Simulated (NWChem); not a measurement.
# BNH3OF (SMILES NB(O)F) at 5 levels

We compute a comparison of 5 runs (HF/STO-3G, HF/3-21G, B3LYP/6-31G*, M06-2X/6-311+G**) of BNH3OF. 

Program for the calculation: NWChem 7.3.0.

**1. The molecule**

BNH3OF has 7 atoms, charge 0, and is taken as a singlet. As SMILES, `NB(O)F`. The shape is that of a PBE0-D4/def2-TZVP optimisation. This is one conformer, not always the lowest.

Bond lengths: N1–B2 1.406 Å, B2–O3 1.363 Å, B2–F4 1.337 Å, N1–H5 1.004 Å, N1–H6 1.003 Å, O3–H7 0.957 Å. Angles: N1–B2–O3 125.7°, N1–B2–F4 118.3°, O3–B2–F4 116.0°, B2–N1–H5 121.1°, B2–N1–H6 124.7°, B2–O3–H7 114.6°, H5–N1–H6 114.2°.

**2. Energy and forces at HF/STO-3G (run 1)**

geom.nw reads:

```
START geom
memory total 2200 mb
GEOMETRY noautosym nocenter noautoz
N     -0.531800     0.753400    -0.032100
B      0.039300    -0.505700    -0.288800
O      1.106300    -1.044300     0.367000
F     -0.494800    -1.258200    -1.256300
H     -1.320400     1.081700    -0.559700
H     -0.210100     1.394300     0.668500
H      1.472700    -0.489200     1.055700
END
BASIS spherical bse
N library STO-3G
B library STO-3G
O library STO-3G
F library STO-3G
H library STO-3G
END
SCF
thresh 1e-08
maxiter 80
noprint "final vectors analysis"
END
TASK scf gradient
```

Launch:

```console
nwchem geom.nw > geom.out
```

What it wrote:

```text
[...]
  functions       =    23
[...]
  wavefunction    = RHF
[...]
         Total SCF energy =   -251.879444490919
      One-electron energy =   -578.496528716148
      Two-electron energy =    211.958370513038
 Nuclear repulsion energy =    114.658713712190
        Time for solution =      0.7s
[...]
                         RHF ENERGY GRADIENTS
    atom               coordinates                        gradient
                 x          y          z           x          y          z
   1 N      -1.004956   1.423720  -0.060660   -0.007227   0.012652   0.001210
   2 B       0.074266  -0.955634  -0.545753    0.005579   0.013639   0.013654
   3 O       2.090604  -1.973441   0.693529    0.010461   0.020477   0.022574
   4 F      -0.935036  -2.377653  -2.374063   -0.007655  -0.009342  -0.012937
   5 H      -2.495194   2.044117  -1.057680    0.009229  -0.006139   0.004745
   6 H      -0.397031   2.634845   1.263282   -0.003089  -0.009849  -0.009038
   7 H       2.782999  -0.924454   1.994984   -0.007298  -0.021438  -0.020208
[...]
```

Wall time 1.8 s (1 thread of AMD EPYC 7R43 (Zen 3), shared host); peak memory 0.096 GiB.

**3. Energy and forces at HF/3-21G (run 2)**

run.nw reads:

```
start run
memory stack 880 mb heap 220 mb global 1100 mb
charge 0

geometry noautosym nocenter noautoz
 N    -0.531800    0.753400   -0.032100
 B     0.039300   -0.505700   -0.288800
 O     1.106300   -1.044300    0.367000
 F    -0.494800   -1.258200   -1.256300
 H    -1.320400    1.081700   -0.559700
 H    -0.210100    1.394300    0.668500
 H     1.472700   -0.489200    1.055700
end

basis "ao basis" spherical bse
 * library 3-21G
end

scf
 thresh 1e-08
 maxiter 80
 print low
end

task scf gradient
```

Launch:

```console
nwchem run.nw > run.out
```

What it wrote:

```text
[...]
  functions       =    42
[...]
  wavefunction    = RHF
[...]
         Total SCF energy =   -253.964903189574
      One-electron energy =   -578.601906797876
      Two-electron energy =    209.978289896111
 Nuclear repulsion energy =    114.658713712190
        Time for solution =      0.7s
[...]
                         RHF ENERGY GRADIENTS
    atom               coordinates                        gradient
                 x          y          z           x          y          z
   1 N      -1.004956   1.423720  -0.060660    0.003634  -0.011803  -0.004024
   2 B       0.074266  -0.955634  -0.545753    0.006494  -0.003540   0.003785
   3 O       2.090604  -1.973441   0.693529   -0.008206  -0.001540  -0.008586
   4 F      -0.935036  -2.377653  -2.374063    0.008771   0.010702   0.014875
   5 H      -2.495194   2.044117  -1.057680   -0.003589   0.001751  -0.002226
   6 H      -0.397031   2.634845   1.263282    0.001578   0.002256   0.002891
   7 H       2.782999  -0.924454   1.994984   -0.008683   0.002173  -0.006715
 Task  times  cpu:        1.3s     wall:        1.3s
 Total times  cpu:        1.3s     wall:        1.3s
```

Wall time 1.9 s (1 thread of AMD EPYC 7R43 (Zen 3), shared host); peak memory 0.096 GiB.

Runs 3 to 4 aren't shown in full; the table further down has their settings and results.

**4. Energy and forces at M06-2X/6-311+G(d,p) (run 5)**

run.py reads:

```python
from ase import Atoms
from ase.calculators.nwchem import NWChem

molecule = Atoms(['N', 'B', 'O', 'F', 'H', 'H', 'H'], positions=[
    [-0.531800, 0.753400, -0.032100],
    [0.039300, -0.505700, -0.288800],
    [1.106300, -1.044300, 0.367000],
    [-0.494800, -1.258200, -1.256300],
    [-1.320400, 1.081700, -0.559700],
    [-0.210100, 1.394300, 0.668500],
    [1.472700, -0.489200, 1.055700],
])

calc = NWChem(
    label='m1',
    theory='dft',
    memory='2200 mb',
    basis='6-311+G**',
    basispar='spherical bse',
    dft={'xc': 'm06-2x', 'mult': '1', 'grid': 'fine', 'convergence': 'energy 1e-08', 'iterations': '100', 'mulliken': None},
)
molecule.calc = calc

forces = molecule.get_forces()
print(f"energy = {molecule.get_potential_energy():.6f} eV")
print("forces (eV/A):")
for s, f in zip(molecule.symbols, forces):
    print(f"{s:2s} {f[0]:10.5f} {f[1]:10.5f} {f[2]:10.5f}")
print("dipole (e A):", molecule.get_dipole_moment().round(4))
```

Launch:

```console
export ASE_NWCHEM_COMMAND="nwchem PREFIX.nwi > PREFIX.nwo"
python run.py
```

What it wrote:

```text
energy = -6983.219606 eV
forces (eV/A):
N     0.03805   -0.03322    0.01435
B     0.11858   -0.00962    0.10727
O    -0.02144    0.05029    0.01080
F    -0.10233   -0.09277   -0.15437
H    -0.08515    0.01959   -0.06726
H     0.03795    0.06891    0.07821
H     0.01440   -0.00324    0.01100
dipole (e A): [-0.0058  0.6731  0.4161]
```

The calculator wrote m1.nwi:

```
title "m1"

permanent_dir m1

scratch_dir m1

start m1

geometry units angstrom nocenter noautosym noautoz
  N  -5.3180000000000005e-01 7.5339999999999996e-01 -3.2099999999999997e-02
  B  3.9300000000000002e-02 -5.0570000000000004e-01 -2.8880000000000000e-01
  O  1.1063000000000001e+00 -1.0443000000000000e+00 3.6699999999999999e-01
  F  -4.9480000000000002e-01 -1.2582000000000000e+00 -1.2563000000000000e+00
  H  -1.3204000000000000e+00 1.0817000000000001e+00 -5.5969999999999998e-01
  H  -2.1010000000000001e-01 1.3943000000000001e+00 6.6849999999999998e-01
  H  1.4726999999999999e+00 -4.8920000000000002e-01 1.0557000000000001e+00
end

memory 2200 mb

basis spherical bse noprint
   * library 6-311+G**
end

dft
  xc m06-2x
  mult 1
  grid fine
  convergence energy 1e-08
  iterations 100
  mulliken
end

task dft gradient
```

m1.nwo:

```text
Northwest Computational Chemistry Package (NWChem) 7.3.0
             --------------------------------------------------------

           Job information
           ---------------

    nwchem branch   = 7.3.0
    use scalapack   = T
    input           = m1.nwi
    prefix          = m1.
    data base       = m1/m1.db
    status          = startup
    nproc           =        1

           Memory information
           ------------------

    heap     =     72089596 doubles =      550.0 Mbytes
    stack    =     72089601 doubles =      550.0 Mbytes
    global   =    144179200 doubles =     1100.0 Mbytes (distinct from heap & stack)
    total    =    288358397 doubles =     2200.0 Mbytes
    verify   = yes
    hardfail = no

[... 109 lines left out ...]
  convergence criterion.
[... 40 lines left out ...]
          Spatial weights used:  Erf1
[... 74 lines left out ...]
         Total DFT energy =     -256.628589213554
[... 3 lines left out ...]
 Nuclear repulsion energy =      114.658713712190
[... 814 lines left out ...]
          Convergence on gradient requested:  5.00D-04
[... 27 lines left out ...]
          total energy or number of iterations.
[... 38 lines left out ...]
                 ----------------------------------------
                 |  Time  |  1-e(secs)   |  2-e(secs)   |
                 ----------------------------------------
                 |  CPU   |       0.01   |      10.18   |
                 ----------------------------------------
                 |  WALL  |       0.01   |      10.18   |
                 ----------------------------------------

 Task  times  cpu:       29.4s     wall:       29.4s
 Total times  cpu:       29.5s     wall:       29.5s
```

Run time: 31 s. Hardware: 1 thread of AMD EPYC 7R43 (Zen 3), shared host; peak memory 0.12 GiB.

**5. The series**

| run | level | iteration cap | module | energy (Eh) | dipole moment (D) | largest force (eV/Å) | wall time |
| --- | --- | --- | --- | --- | --- | --- | --- |
| 1 | HF/STO-3G | 80 | scf | -251.879444 | 2.84 | 1.657 | 1.8 s |
| 2 | HF/3-21G | 80 | scf | -253.964903 | – | 1.045 | 1.9 s |
| 3 | B3LYP/6-31G* (spherical functions) | 100 | dft | -256.616835 | 3.62 | 0.410 | 20 s |
| 4 | B3LYP/6-31G* (Cartesian functions) | 100 | dft | -256.620803 | 3.62 | 0.414 | 22 s |
| 5 | M06-2X/6-311+G** | 100 | dft | -256.628589 | 3.80 | 0.207 | 31 s |

**6. Results**

| quantity | value |
| --- | --- |
| run 5: total energy | -256.62859 Eh |
| run 5: dipole moment | 3.80 D |
| run 5: HOMO energy | -9.70 eV |
| run 5: LUMO energy | -0.29 eV |
| run 5: HOMO–LUMO gap | 9.40 eV |
| run 5: largest force on an atom | 0.207 eV/Å |

Over runs 1, 3, 4, 5 the dipole moment (its size) runs from 2.84 D (HF/STO-3G) to 3.80 D (M06-2X/6-311+G**). The two ends differ in method and basis. Totals of different functionals can't be ranked against each other. In run 1 the basis is minimal, so the values are rough. All runs together took 77 s, the longest 31 s.
